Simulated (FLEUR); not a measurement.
Bi2Te3 (Tellurobismuthite):

```xyz
5
Lattice="2.1930 1.2661 10.1657 -2.1930 1.2661 10.1657 0.0000 -2.5323 10.1657" Properties=species:S:1:pos:R:3 pbc="T T T"
Bi    0.0000    0.0000   18.2982
Bi    0.0000    0.0000   12.1988
Te    0.0000    0.0000   24.1079
Te    0.0000    0.0000    6.3891
Te    0.0000    0.0000    0.0000
```

Base run:

```yaml
Program: FLEUR MaX-R8.1 (later development tree)
Functional: PBE
Potentials_or_basis: all-electron
Basis: FLAPW
Kmax: 4.1 1/bohr
k_mesh: 7 × 7 × 7
Occupations: fermi-dirac, width 0.05 eV
Spin: no spin polarisation
```

Its results: band gap on the k mesh 0.29 eV, direct; largest force 0.038 eV/Å.

Problem. The run is repeated on the same cell with these changes: functional from PBE to PBEsol. What comes out?

Solution. Band gap on the k mesh 0.24 eV, direct; largest force 0.110 eV/Å.

Caveats: spin-orbit coupling is left out, which as a rule narrows the gap of such compounds by several tenths of an eV; an odd mesh through Γ misses points on the zone boundary, where band edges often lie.
